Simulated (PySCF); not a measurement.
# CBrCuO: field gradients at the nuclei

How much do the quadrupole couplings of CBrCuO depend on the level of theory? Each job file holds the settings and the coordinates that a driver script hands to the program.

Computed with PySCF 2.14.0, density-fitted response routines (the levels named in each step, unless a step's input says otherwise).

## (1) The starting structure

Bond lengths: O1–C2 1.137 Å, C2–Cu3 1.777 Å, Cu3–Br4 2.169 Å. Angles: O1–C2–Cu3 180.0°, C2–Cu3–Br4 180.0°.

Structure file:

```xyz
4

O     0.0000    0.0000   -2.2832
C     0.0000    0.0000   -1.1463
Cu    0.0000    0.0000    0.6305
Br    0.0000    0.0000    2.7990
```

## (2) Geometry, PBE0-D3(BJ)/def2-TZVP

Input file job.txt:

```
{"job": {"xc": "PBE0", "basis": "def2-TZVP", "d3": "d3bj", "grid": 2, "kind": "geom"}, "charge": 0, "multiplicity": 1}
O      0.000000     0.000000    -2.283160
C      0.000000     0.000000    -1.146310
Cu     0.000000     0.000000     0.630460
Br     0.000000     0.000000     2.799010
```

Output:

```text
step   0  E = -4327.46942885  max force = 0.038841
step   1  E = -4327.47041514  max force = 0.010143
step   2  E = -4327.47053432  max force = 0.001118
step   3  E = -4327.47053820  max force = 0.000393
optimisation converged
```

Wall time 18 s (4 threads of AMD EPYC 9R45 (Zen 5), shared host); peak memory 0.59 GiB.

It ended at:

```xyz
4

O     0.0000    0.0000   -2.3019
C     0.0000    0.0000   -1.1779
Cu    0.0000    0.0000    0.6357
Br    0.0000    0.0000    2.8441
```

## (3) Field gradients, PBE0/def2-TZVPP

Input file job.txt:

```
{"job": {"kind": "efgt", "xc": "PBE0", "basis": "def2-TZVPP"}, "charge": 0, "multiplicity": 1}
O      0.000000    -0.000000    -2.301913
C      0.000000    -0.000000    -1.177946
Cu    -0.000000     0.000000     0.635739
Br    -0.000000     0.000000     2.844120
```

Output:

```text
coarse grid: 25136 points
cycle   1  E = -4324.4390743304  dE =  1.971e+00  |g| = 5.733e+00  |ddm| = 2.543e+00
cycle   2  E = -4304.8439227454  dE =  1.960e+01  |g| = 1.135e+01  |ddm| = 2.128e+01
cycle   3  E = -4320.8832346772  dE = -1.604e+01  |g| = 4.376e+00  |ddm| = 1.977e+01
cycle   4  E = -4304.9366687681  dE =  1.595e+01  |g| = 5.598e+00  |ddm| = 1.800e+01
cycle   5  E = -4327.2917997323  dE = -2.236e+01  |g| = 9.272e-01  |ddm| = 1.763e+01
cycle   6  E = -4326.8173412427  dE =  4.745e-01  |g| = 1.786e+00  |ddm| = 1.453e+00
cycle   7  E = -4327.4560442456  dE = -6.387e-01  |g| = 2.263e-01  |ddm| = 9.670e-01
cycle   8  E = -4327.4677067298  dE = -1.166e-02  |g| = 8.134e-02  |ddm| = 1.618e-01
cycle   9  E = -4327.4696548856  dE = -1.948e-03  |g| = 4.342e-02  |ddm| = 9.071e-02
cycle  10  E = -4327.4698846270  dE = -2.297e-04  |g| = 7.573e-03  |ddm| = 2.267e-02
cycle  11  E = -4327.4698924826  dE = -7.856e-06  |g| = 4.766e-03  |ddm| = 9.031e-03
cycle  12  E = -4327.4698951235  dE = -2.641e-06  |g| = 7.271e-04  |ddm| = 2.427e-03
final grid: 69264 points
cycle  13  E = -4327.4699060260  dE =  5.308e-07  |g| = 2.609e-03  |ddm| = 2.202e-03
cycle  14  E = -4327.4698980555  dE =  7.970e-06  |g| = 9.854e-03  |ddm| = 4.781e-03
cycle  15  E = -4327.4699066830  dE = -8.627e-06  |g| = 3.770e-04  |ddm| = 3.402e-03
cycle  16  E = -4327.4699067137  dE = -3.066e-08  |g| = 9.761e-05  |ddm| = 3.388e-04
cycle  17  E = -4327.4699067152  dE = -1.576e-09  |g| = 2.549e-05  |ddm| = 6.871e-05
cycle  18  E = -4327.4699067154  dE = -1.100e-10  |g| = 6.911e-06  |ddm| = 1.702e-05
converged SCF energy = -4327.4699067154

Field-gradient tensors (au): xx yy zz xy xz yz
  0 O     0.29317    0.29317   -0.58635   -0.00000   -0.00000    0.00000
  1 C     0.42196    0.42196   -0.84393   -0.00000   -0.00000    0.00000
  2 Cu    0.39210    0.39210   -0.78421   -0.00000    0.00000   -0.00000
  3 Br   -1.17426   -1.17426    2.34852    0.00000    0.00000   -0.00000
```

Wall time 5.2 s (4 threads of AMD EPYC 9R45 (Zen 5), shared host); peak memory 0.7 GiB.

## (4) Field gradients, PBE/def2-TZVPP

Input file job.txt:

```
{"job": {"kind": "efgt", "xc": "PBE", "basis": "def2-TZVPP"}, "charge": 0, "multiplicity": 1}
O      0.000000    -0.000000    -2.301913
C      0.000000    -0.000000    -1.177946
Cu    -0.000000     0.000000     0.635739
Br    -0.000000     0.000000     2.844120
```

Output:

```text
coarse grid: 25136 points
cycle   1  E = -4315.8117462158  dE =  1.050e+01  |g| = 9.538e+00  |ddm| = 3.510e+00
cycle   2  E = -4252.1024857740  dE =  6.371e+01  |g| = 1.959e+01  |ddm| = 2.599e+01
cycle   3  E = -4322.2419082610  dE = -7.014e+01  |g| = 7.682e+00  |ddm| = 2.057e+01
cycle   4  E = -4312.5715807230  dE =  9.670e+00  |g| = 6.067e+00  |ddm| = 9.577e+00
cycle   5  E = -4320.7439615283  dE = -8.172e+00  |g| = 4.110e+00  |ddm| = 1.207e+01
cycle   6  E = -4322.7709293484  dE = -2.027e+00  |g| = 3.687e+00  |ddm| = 1.110e+01
cycle   7  E = -4327.2864839203  dE = -4.516e+00  |g| = 7.911e-01  |ddm| = 9.996e+00
cycle   8  E = -4327.2524219494  dE =  3.406e-02  |g| = 8.142e-01  |ddm| = 1.290e+00
cycle   9  E = -4327.3747834285  dE = -1.224e-01  |g| = 3.000e-01  |ddm| = 6.174e-01
cycle  10  E = -4327.3980446085  dE = -2.326e-02  |g| = 4.113e-02  |ddm| = 2.345e-01
cycle  11  E = -4327.3984571466  dE = -4.125e-04  |g| = 2.641e-02  |ddm| = 5.554e-02
cycle  12  E = -4327.3985331640  dE = -7.602e-05  |g| = 7.228e-03  |ddm| = 1.759e-02
cycle  13  E = -4327.3985464834  dE = -1.332e-05  |g| = 1.707e-03  |ddm| = 9.676e-03
cycle  14  E = -4327.3985469146  dE = -4.311e-07  |g| = 4.584e-04  |ddm| = 1.351e-03
final grid: 69264 points
cycle  15  E = -4327.3985614276  dE =  5.932e-07  |g| = 2.418e-03  |ddm| = 1.793e-03
cycle  16  E = -4327.3985400375  dE =  2.139e-05  |g| = 1.477e-02  |ddm| = 6.998e-03
cycle  17  E = -4327.3985620104  dE = -2.197e-05  |g| = 5.646e-04  |ddm| = 5.429e-03
cycle  18  E = -4327.3985621083  dE = -9.790e-08  |g| = 1.755e-04  |ddm| = 7.871e-04
cycle  19  E = -4327.3985621130  dE = -4.678e-09  |g| = 2.926e-05  |ddm| = 1.170e-04
cycle  20  E = -4327.3985621132  dE = -1.364e-10  |g| = 1.052e-05  |ddm| = 1.579e-05
converged SCF energy = -4327.3985621132

Field-gradient tensors (au): xx yy zz xy xz yz
  0 O     0.26624    0.26624   -0.53249   -0.00000   -0.00000    0.00000
  1 C     0.37479    0.37479   -0.74958   -0.00000   -0.00000    0.00000
  2 Cu    0.26394    0.26394   -0.52788   -0.00000    0.00000   -0.00000
  3 Br   -1.23725   -1.23725    2.47449    0.00000    0.00000   -0.00000
```

It took 6.4 s on 4 threads of AMD EPYC 9R45 (Zen 5), shared host; peak memory 0.7 GiB.

## (5) Field gradients, B3LYP/def2-TZVPP

Input file job.txt:

```
{"job": {"kind": "efgt", "xc": "B3LYP", "basis": "def2-TZVPP"}, "charge": 0, "multiplicity": 1}
O      0.000000    -0.000000    -2.301913
C      0.000000    -0.000000    -1.177946
Cu    -0.000000     0.000000     0.635739
Br    -0.000000     0.000000     2.844120
```

Output:

```text
coarse grid: 25136 points
cycle   1  E = -4323.6771827587  dE =  3.479e+00  |g| = 6.867e+00  |ddm| = 2.689e+00
cycle   2  E = -4297.8658069069  dE =  2.581e+01  |g| = 1.272e+01  |ddm| = 2.372e+01
cycle   3  E = -4321.0750478775  dE = -2.321e+01  |g| = 4.704e+00  |ddm| = 2.180e+01
cycle   4  E = -4301.8354195122  dE =  1.924e+01  |g| = 5.966e+00  |ddm| = 1.467e+01
cycle   5  E = -4328.0626615639  dE = -2.623e+01  |g| = 8.632e-01  |ddm| = 1.409e+01
cycle   6  E = -4327.5960716494  dE =  4.666e-01  |g| = 1.813e+00  |ddm| = 1.256e+00
cycle   7  E = -4328.1880310250  dE = -5.920e-01  |g| = 4.126e-01  |ddm| = 8.510e-01
cycle   8  E = -4328.2142737402  dE = -2.624e-02  |g| = 1.385e-01  |ddm| = 1.725e-01
cycle   9  E = -4328.2180655992  dE = -3.792e-03  |g| = 4.901e-02  |ddm| = 1.455e-01
cycle  10  E = -4328.2186011348  dE = -5.355e-04  |g| = 2.371e-02  |ddm| = 5.288e-02
cycle  11  E = -4328.2186750751  dE = -7.394e-05  |g| = 3.669e-03  |ddm| = 1.214e-02
cycle  12  E = -4328.2186770442  dE = -1.969e-06  |g| = 2.038e-03  |ddm| = 4.724e-03
final grid: 69264 points
cycle  13  E = -4328.2186929734  dE =  1.712e-06  |g| = 4.876e-03  |ddm| = 4.773e-03
cycle  14  E = -4328.2186687454  dE =  2.423e-05  |g| = 1.740e-02  |ddm| = 9.069e-03
cycle  15  E = -4328.2186948938  dE = -2.615e-05  |g| = 1.739e-03  |ddm| = 6.607e-03
cycle  16  E = -4328.2186954986  dE = -6.048e-07  |g| = 2.009e-04  |ddm| = 1.380e-03
cycle  17  E = -4328.2186955028  dE = -4.184e-09  |g| = 7.632e-05  |ddm| = 1.175e-04
cycle  18  E = -4328.2186955038  dE = -9.695e-10  |g| = 9.300e-06  |ddm| = 3.256e-05
converged SCF energy = -4328.2186955038

Field-gradient tensors (au): xx yy zz xy xz yz
  0 O     0.30096    0.30096   -0.60191    0.00000   -0.00000    0.00000
  1 C     0.43241    0.43241   -0.86481   -0.00000   -0.00000    0.00000
  2 Cu    0.34920    0.34920   -0.69840   -0.00000    0.00000   -0.00000
  3 Br   -1.19062   -1.19062    2.38124    0.00000    0.00000   -0.00000
```

Wall time 5.1 s (4 threads of AMD EPYC 9R45 (Zen 5), shared host); peak memory 0.7 GiB.

## (6) Field gradients, CAM-B3LYP/def2-TZVPP

Input file job.txt:

```
{"job": {"kind": "efgt", "xc": "CAM-B3LYP", "basis": "def2-TZVPP"}, "charge": 0, "multiplicity": 1}
O      0.000000    -0.000000    -2.301913
C      0.000000    -0.000000    -1.177946
Cu    -0.000000     0.000000     0.635739
Br    -0.000000     0.000000     2.844120
```

Output:

```text
coarse grid: 25136 points
cycle   1  E = -4326.8871621479  dE =  3.271e-01  |g| = 4.059e+00  |ddm| = 2.314e+00
cycle   2  E = -4323.2242474565  dE =  3.663e+00  |g| = 7.415e+00  |ddm| = 7.836e+00
cycle   3  E = -4328.2058589869  dE = -4.982e+00  |g| = 1.078e+00  |ddm| = 6.217e+00
cycle   4  E = -4328.2167257540  dE = -1.087e-02  |g| = 8.177e-01  |ddm| = 8.763e-01
cycle   5  E = -4328.3271967755  dE = -1.105e-01  |g| = 7.415e-02  |ddm| = 3.509e-01
cycle   6  E = -4328.3278860150  dE = -6.892e-04  |g| = 2.947e-02  |ddm| = 6.717e-02
cycle   7  E = -4328.3280059577  dE = -1.199e-04  |g| = 1.001e-02  |ddm| = 2.077e-02
cycle   8  E = -4328.3280147174  dE = -8.760e-06  |g| = 4.293e-03  |ddm| = 6.340e-03
cycle   9  E = -4328.3280165792  dE = -1.862e-06  |g| = 7.048e-04  |ddm| = 3.642e-03
final grid: 69264 points
cycle  10  E = -4328.3280377238  dE =  3.221e-07  |g| = 2.212e-03  |ddm| = 9.812e-04
cycle  11  E = -4328.3280345329  dE =  3.191e-06  |g| = 6.698e-03  |ddm| = 2.812e-03
cycle  12  E = -4328.3280381256  dE = -3.593e-06  |g| = 6.393e-05  |ddm| = 2.068e-03
cycle  13  E = -4328.3280381262  dE = -6.539e-10  |g| = 1.335e-05  |ddm| = 4.354e-05
converged SCF energy = -4328.3280381262

Field-gradient tensors (au): xx yy zz xy xz yz
  0 O     0.30977    0.30977   -0.61955   -0.00000   -0.00000    0.00000
  1 C     0.44942    0.44942   -0.89884   -0.00000   -0.00000    0.00000
  2 Cu    0.40965    0.40965   -0.81930    0.00000    0.00000   -0.00000
  3 Br   -1.20265   -1.20265    2.40529    0.00000    0.00000   -0.00000
```

Wall time 4.7 s (4 threads of AMD EPYC 9R45 (Zen 5), shared host); peak memory 0.73 GiB.

## (7) Field gradients, HF/def2-TZVPP

Input file job.txt:

```
{"job": {"kind": "efgt", "xc": "HF", "basis": "def2-TZVPP"}, "charge": 0, "multiplicity": 1}
O      0.000000    -0.000000    -2.301913
C      0.000000    -0.000000    -1.177946
Cu    -0.000000     0.000000     0.635739
Br    -0.000000     0.000000     2.844120
```

Output:

```text
final grid: 69264 points
cycle   1  E = -4323.9792727125  dE = -8.364e-01  |g| = 1.381e+00  |ddm| = 2.006e+00
cycle   2  E = -4323.9186218434  dE =  6.065e-02  |g| = 1.858e+00  |ddm| = 1.305e+00
cycle   3  E = -4324.2021966822  dE = -2.836e-01  |g| = 1.037e-01  |ddm| = 6.088e-01
cycle   4  E = -4324.2042647013  dE = -2.068e-03  |g| = 5.028e-02  |ddm| = 9.529e-02
cycle   5  E = -4324.2047778482  dE = -5.131e-04  |g| = 2.022e-02  |ddm| = 5.267e-02
cycle   6  E = -4324.2048764956  dE = -9.865e-05  |g| = 5.804e-03  |ddm| = 3.350e-02
cycle   7  E = -4324.2048905464  dE = -1.405e-05  |g| = 2.222e-03  |ddm| = 1.785e-02
cycle   8  E = -4324.2048929753  dE = -2.429e-06  |g| = 7.341e-04  |ddm| = 8.009e-03
cycle   9  E = -4324.2048933874  dE = -4.121e-07  |g| = 2.985e-04  |ddm| = 2.797e-03
cycle  10  E = -4324.2048934438  dE = -5.638e-08  |g| = 9.921e-05  |ddm| = 6.103e-04
cycle  11  E = -4324.2048934504  dE = -6.630e-09  |g| = 2.281e-05  |ddm| = 2.055e-04
cycle  12  E = -4324.2048934509  dE = -4.802e-10  |g| = 9.679e-06  |ddm| = 6.595e-05
converged SCF energy = -4324.2048934509

Field-gradient tensors (au): xx yy zz xy xz yz
  0 O     0.34829    0.34829   -0.69658    0.00000   -0.00000   -0.00000
  1 C     0.53394    0.53394   -1.06789    0.00000    0.00000    0.00000
  2 Cu    0.70817    0.70817   -1.41634    0.00000   -0.00000    0.00000
  3 Br   -0.83236   -0.83236    1.66472    0.00000    0.00000   -0.00000
```

Run time: 1.6 s. Hardware: 4 threads of AMD EPYC 9R45 (Zen 5), shared host; peak memory 0.73 GiB.

## (8) The levels side by side

Largest principal value Vzz, in atomic units:

| atom | PBE0/def2-TZVPP | PBE/def2-TZVPP | B3LYP/def2-TZVPP | CAM-B3LYP/def2-TZVPP | HF/def2-TZVPP |
| --- | --- | --- | --- | --- | --- |
| O1 | -0.5863 | -0.5325 | -0.6019 | -0.6195 | -0.6966 |
| C2 | -0.8439 | -0.7496 | -0.8648 | -0.8988 | -1.0679 |
| Cu3 | -0.7842 | -0.5279 | -0.6984 | -0.8193 | -1.4163 |
| Br4 | 2.3485 | 2.4745 | 2.3812 | 2.4053 | 1.6647 |
| CPU time | 24 s | 32 s | 24 s | 20 s | 8.4 s |

Couplings eQVzz/h in MHz (234.9647 × Q in barn × Vzz), with Q = -0.02558 (17O), -0.22 (63Cu), 0.3087 (79Br):

| nucleus | PBE0/def2-TZVPP | PBE/def2-TZVPP | B3LYP/def2-TZVPP | CAM-B3LYP/def2-TZVPP | HF/def2-TZVPP |
| --- | --- | --- | --- | --- | --- |
| 17O (atom 1) | 3.524 | 3.200 | 3.618 | 3.724 | 4.187 |
| 63Cu (atom 3) | 40.538 | 27.287 | 36.102 | 42.351 | 73.214 |
| 79Br (atom 4) | 170.346 | 179.484 | 172.720 | 174.464 | 120.748 |

## (9) Outcome

```
                                  quantity        value
 coupling of 17O (atom 1), PBE0/def2-TZVPP    3.524 MHz
coupling of 63Cu (atom 3), PBE0/def2-TZVPP   40.538 MHz
coupling of 79Br (atom 4), PBE0/def2-TZVPP  170.346 MHz
```

What this shows: The largest coupling, that of 79Br, runs from 120.748 (HF/def2-TZVPP) to 179.484 MHz (PBE/def2-TZVPP). The gradients are non-relativistic, at the equilibrium geometry and in principal axes; measured couplings hold vibrational averaging and refer to the inertial axes. The def2 sets are stiff near the nuclei, which limits their accuracy.
